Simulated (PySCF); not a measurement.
# Oxygen: the same states on changed settings

One table from this session's results is given with a row withheld; the runs are named, their logs left out.

The numbers are computed with PySCF 2.14.0 (unrestricted determinants in a Gaussian basis, no spin-orbit coupling in the energies), except any that are marked as measured or tabulated.

**What is computed**

```
Element                                   : oxygen (Z = 8)
Basis                                     : cc-pVTZ-DK (4s3p2d1f, 30 functions)
Hamiltonian                               : the spin-free X2C one-electron Hamiltonian (Gaussian nucleus)
State 1                                   : O⁺: [He] 2s2 2p3, high-spin 4S determinant
State 2                                   : O²⁺: [He] 2s2 2p2, high-spin 3P determinant
Methods                                   : UHF, MN15, LDA, MP2, CCSD(T)
Core shells frozen in the correlated runs : valence: 1s2 (for O⁺)
```

Outer shells as boxes (Hund's rule):

O+ [He] 2s2 2p3
```
[He] core
2s [↑↓]
2p [↑ ][↑ ][↑ ]
```

O2+ [He] 2s2 2p2
```
[He] core
2s [↑↓]
2p [↑ ][↑ ][  ]
```

The sound run (cc-pVTZ-DK, scalar relativity by spin-free X2C-1e, symmetry-adapted start, fine grid, valence correlation) gave:

```csv
species,method,energy (hartree)
O⁺,UHF,-74.42286
O⁺,MN15,-74.57577
O⁺,LDA,-74.06135
O⁺,MP2 (valence),-74.52055
O⁺,CCSD(T) (valence),-74.53720
O²⁺,UHF,-73.15288
O²⁺,MN15,-73.28410
O²⁺,LDA,-72.75421
O²⁺,MP2 (valence),-73.22769
O²⁺,CCSD(T) (valence),-73.25061
```

One driver process ran all states and methods and kept the integrals in memory. Each run is shown as a PySCF script that sums up its settings (the driver passes frozen orbitals as a list and adds second-order terms of double hybrids); the logs are those of the runs themselves.

Set-up of the first run:

The driver's launch:

```sh
> OMP_NUM_THREADS=1 python atomrun2.py TASK.json OUT
```

input.py reads:

```python
from pyscf import gto, scf, dft, mp, cc
import basis_set_exchange as bse
mol = gto.M(atom="O 0 0 0", charge=1, spin=3, symmetry="D2h",
            basis=gto.basis.parse(bse.get_basis("cc-pVTZ-DK", elements=["O"], fmt="nwchem", header=False)),
            nucmod="G")
mf = scf.UHF(mol).sfx2c1e()
mf.irrep_nelec = {'Ag': (2, 2), 'B1u': (1, 0), 'B2u': (1, 0), 'B3u': (1, 0)}
mf.init_guess = "minao"
mf.max_cycle = 50
mf.kernel()
```

Steps of the session up to this table: Changed run, O⁺, method by method; Changed run, O²⁺.

One table of the session follows, with a row left open; its other results are not shown here.

Ionisation energy of O⁺:

```
 method  sound run (eV)
    UHF          34.558
   MN15          35.148
    LDA          35.569
    MP2               ?
SCS-MP2          34.925
   CCSD          35.002
CCSD(T)          35.010
```

Q: Estimate the row for MP2 from the others.

**Answer.** sound run (eV): 35.180. In the column «sound run (eV)» it lies between MN15 (35.148) and LDA (35.569).
